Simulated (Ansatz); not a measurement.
# CH4Si (SMILES [CH][SiH3]): U-r2SCAN0/STO-3G

What is the electronic atomisation energy of CH4Si at U-r2SCAN0/STO-3G? 

Program for the calculation: Ansatz 0.2.0.

40 further runs of the same task are left out: 40 set aside as unsound or not needed.

## (1) Starting point

CH4Si has 6 atoms, charge 0, and is taken as a triplet. SMILES: `[CH][SiH3]`. The coordinates come from a GFN2-xTB relaxation.

Bond lengths: C1–Si2 1.808 Å, C1–H3 1.070 Å, Si2–H4 1.473 Å, Si2–H5 1.473 Å, Si2–H6 1.464 Å. Angles: C1–Si2–H4 110.4°, C1–Si2–H5 110.4°, C1–Si2–H6 109.0°, Si2–C1–H3 147.9°, H4–Si2–H5 108.7°, H4–Si2–H6 109.2°, H5–Si2–H6 109.2°.

## (2) A single-point energy at U-r2SCAN0/STO-3G

molecule.yaml

```yaml
crystal:
  periodic: [false, false, false]
  atoms:
    - symbol: C
      position_ang: [0.667310, -0.852170, 0.734600]
    - symbol: Si
      position_ang: [-0.258900, 0.404300, -0.178590]
    - symbol: H
      position_ang: [1.137890, -1.813490, 0.730980]
    - symbol: H
      position_ang: [-1.544120, -0.143200, -0.644620]
    - symbol: H
      position_ang: [0.511450, 0.860970, -1.347520]
    - symbol: H
      position_ang: [-0.513620, 1.543590, 0.705170]
basis:
  gaussian:
    orbitals: STO-3G
magnetization:
  spin_polarized: true
  initial_magnetization: 2
accuracy: high
hamiltonian:
  xc: {name: r2SCAN0}
```

On the command line:

```sh
$ ansatz run molecule.yaml --threads 1 --pin off --max-ram 2610MiB --events-out events.jsonl --progress --plain --runs-dir runs
```

The program printed:

```text
Warning: RAYON_NUM_THREADS=1 ignored (pool sized by the plan → 1); use --threads N
Functional definition: r2SCAN0
  name "r2SCAN0"
  parameter a = 0.25
  parameter k0 = 0.174
  parameter k1 = 0.065
  parameter a1 = 4.9479
  exchange = (1 - a)*r2scan_x(k0 = k0, k1 = k1, a1 = a1) + a*exact_x
  correlation = r2scan_c
311 factors; integrals over basis functions are off by at most 7.9e-9 eV
mean field evaluation 1: about -8869.4136 eV, gradient 1.0e1 eV
mean field evaluation 2: about -8870.2081 eV, gradient 5.0e0 eV
mean field evaluation 4: about -8870.3933 eV, gradient 1.4e-1 eV
mean field evaluation 8: about -8870.3458 eV, gradient 2.3e-3 eV
mean field evaluation 16: about -8870.3458 eV, gradient 1.4e-6 eV
mean field -8870.34579464 eV, -325.9791954165 hartree, gradient 4.3e-8 eV, S^2 2.017588; 0 other end points of the search recorded, 0 dependent functions left out
reference -8870.34579534 eV, -325.9791954425 hartree; 13, 11 occupied and 5, 7 virtual orbitals, 311 factors
Total energy: -8870.34579534 eV, -325.9791954425 hartree
```

It took 4.5 s on 1 thread of Arm Neoverse V1, shared host; peak memory 0.22 GiB.

## (3) The C atom

run.yaml

```yaml
basis:
  gaussian: {orbitals: STO-3G}
crystal:
  periodic: [false, false, false]
  atoms:
    - symbol: C
      position_ang: [0.000000, 0.000000, 0.000000]
magnetization: {spin_polarized: true, initial_magnetization: 2}
hamiltonian: {xc: {name: r2SCAN0}}
accuracy: high
```

On the command line:

```sh
$ ansatz run run.yaml --threads 1 --pin off --max-ram 2610MiB --events-out events.jsonl --progress --plain --runs-dir runs
```

The program printed, cut to the lines that bear on the results:

```text
Warning: RAYON_NUM_THREADS=1 ignored (pool sized by the plan → 1); use --threads N
[... 8 set-up lines as earlier in the session ...]
15 factors; integrals over basis functions are off by at most 9.8e-10 eV
mean field evaluation 1: about -1015.9310 eV, gradient 1.6e-10 eV
mean field evaluation 2: about -1015.9286 eV, gradient 6.7e-10 eV
mean field -1015.92858945 eV, -37.3346870410 hartree, gradient 0.0e0 eV, S^2 2.000000; 0 other end points of the search recorded, 0 dependent functions left out
reference -1015.92858968 eV, -37.3346870496 hartree; 4, 2 occupied and 1, 3 virtual orbitals, 15 factors
Total energy: -1015.92858968 eV, -37.3346870496 hartree
```

Run time: 0.6 s. Hardware: 1 thread of Arm Neoverse V1, shared host; peak memory 0.091 GiB.

## (4) The H atom, same level

molecule.yaml

```yaml
crystal:
  periodic: [false, false, false]
  atoms:
    - symbol: H
      position_ang: [0.000000, 0.000000, 0.000000]
basis:
  gaussian:
    orbitals: STO-3G
magnetization:
  spin_polarized: true
  initial_magnetization: 1
hamiltonian:
  xc: {name: r2SCAN0}
accuracy: high
```

Run the same way, it converges to -0.46649 Eh (log not shown).

## (5) The Si atom, same level

job.yaml

```yaml
crystal:
  periodic: [false, false, false]
  atoms:
    - {symbol: Si, position_ang: [0.000000, 0.000000, 0.000000]}
basis:
  gaussian:
    orbitals: STO-3G
hamiltonian:
  xc: {name: r2SCAN0}
magnetization:
  spin_polarized: true
  initial_magnetization: 2
accuracy: high
```

Run the same way, it converges to -285.92557 Eh (log not shown).

## (6) Summary of results

At U-r2SCAN0/STO-3G:

| quantity | value |
| --- | --- |
| molecule: total energy | -325.97920 Eh |
| molecule: ⟨S²⟩ | 2.018 |
| C atom: total energy | -37.33469 Eh |
| C atom: ⟨S²⟩ | 2.000 |
| H atom: total energy | -0.46649 Eh |
| H atom: ⟨S²⟩ | 0.750 |
| Si atom: total energy | -285.92557 Eh |
| Si atom: ⟨S²⟩ | 2.000 |
| electronic atomisation energy | 23.211 eV |

What this shows: Taking the molecule apart into free atoms costs 23.21 eV (2240 kJ/mol), before zero-point energy and without spin-orbit coupling. In a minimal basis such a difference can be off by several eV, whatever the method.
